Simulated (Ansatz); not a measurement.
Born–Oppenheimer molecular dynamics of a periodic cell of 23 atoms, Li₅Mn₄Co₂O₁₂ (host Li3Mn2CoO6, host structure P-1, one Li atom removed), cell charge -1. It starts from an unrelaxed structure (largest force component 1.64 eV/Å).

Computed with DFT PBEsol, scalar-relativistic, plane waves, PAW in Ansatz. Settings: accuracy low, cutoff 420 eV, k mesh 1x2x2, fermi-dirac smearing 0.05 eV, spin collinear.

```
ensemble        : NVT, Nosé–Hoover chain
time step       : 1 fs
steps asked     : 60
set temperature : 1500 K
thermostat      : time constant 200 fs, chain length 3
seed            : 792874
```

First frame:

```xyz
23
Lattice="-7.4033 -4.6315 0.0000 2.8805 -4.6315 0.0000 1.4719 0.3758 4.9290" Properties=species:S:1:pos:R:3
Li 0.773 -1.256 2.501
Li 1.046 -4.444 2.465
Mn 1.671 -2.714 4.925
Mn -4.722 -6.173 0.004
Co -2.261 -4.631 0.000
O -0.643 -4.456 1.152
O 1.883 -3.028 1.064
O -3.150 -6.026 1.169
O -4.934 -5.859 3.865
O -2.407 -4.431 3.777
O 0.100 -2.861 3.760
Li -1.563 -3.000 2.428
Li -1.488 -5.887 2.501
Li -4.096 -4.444 2.465
Mn -0.591 -7.345 4.925
Mn -2.460 -1.542 0.004
Co 0.000 0.000 0.000
O -5.785 -4.456 1.152
O -3.259 -3.028 1.064
O -0.889 -1.395 1.169
O 0.208 -5.859 3.865
O 2.735 -4.431 3.777
O -2.162 -7.492 3.760
```

Question: What does the run give?

Answer: The run went to its last step.

| Property | Result |
| --- | --- |
| steps done | 60 |
| time covered | 60 fs |
| mean temperature over the second half | 898 K |
| spread of the potential energy over the second half | 9.2 meV per atom |
| mean potential energy of the second half above the start | 76.1 meV per atom |

The conserved energy stayed within 0.13 meV per atom of its start (net change 0.069 meV per atom), so the integration is sound. The mean temperature of the second half is 40 % below the set value. A run of 0.06 ps of so small a system gives no equilibrium averages. No Hubbard correction was used and the magnetic state wasn't searched. Limits of this set-up: coarse k mesh, low accuracy level, charged cell in a uniform background, uncorrected.

Question: What happens to the structure?

Answer: Mean squared displacements from the first frame to the last, about the centre of mass: Li 0.29 Å², Mn 0.02 Å², Co 0.03 Å², O 0.08 Å². This is one draw of velocities; another would differ in detail.

Question: How do temperature and energy run in time?

Answer: 
```
time (fs)  T (K)  potential energy less start (eV)  conserved less start (meV/atom)
      0.0   1500                             0.000                             0.00
      2.0   1520                            -0.057                             0.00
      4.0   1507                            -0.019                            -0.01
      6.0   1458                             0.119                            -0.01
      8.0   1374                             0.357                            -0.01
     10.0   1259                             0.686                             0.01
     12.0   1119                             1.083                             0.03
     14.0    967                             1.516                             0.05
     16.0    818                             1.942                             0.08
     18.0    687                             2.317                             0.11
     20.0    588                             2.599                             0.13
     22.0    531                             2.763                             0.13
     24.0    519                             2.795                             0.13
     26.0    551                             2.707                             0.11
     28.0    616                             2.524                             0.08
     30.0    699                             2.287                             0.05
     32.0    786                             2.041                             0.03
     34.0    863                             1.824                             0.01
     36.0    922                             1.661                             0.01
     38.0    960                             1.556                             0.02
     40.0    980                             1.504                             0.03
     42.0    985                             1.494                             0.04
     44.0    980                             1.514                             0.04
     46.0    966                             1.559                             0.05
     48.0    945                             1.621                             0.05
     50.0    921                             1.694                             0.06
     52.0    897                             1.770                             0.07
     54.0    873                             1.842                             0.07
     56.0    853                             1.905                             0.07
     58.0    836                             1.958                             0.07
     60.0    823                             2.000                             0.07
```

The run took 12 min on 2 threads of Arm Neoverse V2 (shared host), peak memory 0.77 GiB.
